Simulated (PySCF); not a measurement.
# BH9NPSi2: the cost of one run

Computed with PySCF 2.14.0, with density-fitted response routines of our own, on a single molecule in the gas phase. Atoms count from 0, in the outputs and in this text.

## (1) Starting geometry

14 atoms, charge 0, multiplicity 1; geometry from: GFN2-xTB. The atoms were then displaced at random by about 0.01 Å, so the start is not that level's minimum.

Bonds of the start (Å): B0–N1 1.40, N1–Si2 1.77, N1–Si3 1.79, Si3–P4 2.21, B0–H5 1.20, B0–H6 1.15, Si2–H7 1.49, Si2–H8 1.44, Si2–H9 1.49, Si3–H10 1.47, Si3–H11 1.46, P4–H12 1.38, P4–H13 1.36.

## (2) Geometry optimisation at PBE0-D3(BJ)/def2-SVP

Job settings and geometry (Å):

```
{"job": {"xc": "PBE0", "basis": "def2-SVP", "d3": "d3bj", "grid": 1, "shake": 0.01, "kind": "geom"}, "charge": 0, "multiplicity": 1}
B     -1.710010    -1.313050     0.092040
N     -0.736640    -0.320040     0.271100
Si    -1.132060     1.367270     0.625250
Si     0.975140    -0.835580     0.171090
P      2.263720     0.856920     0.761220
H     -2.862240    -0.978720     0.146490
H     -1.404170    -2.396320    -0.128770
H     -0.304940     2.201870    -0.288960
H     -2.539120     1.561550     0.408790
H     -0.762950     1.619260     2.042770
H      1.161450    -1.926310     1.145380
H      1.201190    -1.310870    -1.187310
H      2.439480     1.350840    -0.520660
H      3.403990     0.108100     0.733830
```

Launch:

```bash
$ OMP_NUM_THREADS=1 python probes_run.py task.json out
```

One launch serves the whole session: the jobs run in the order shown.

Q: Estimate the wall time and peak memory of this first job on 1 thread of Arm Neoverse V1, shared host.

About 2.1 min, with a peak of 0.54 GiB.
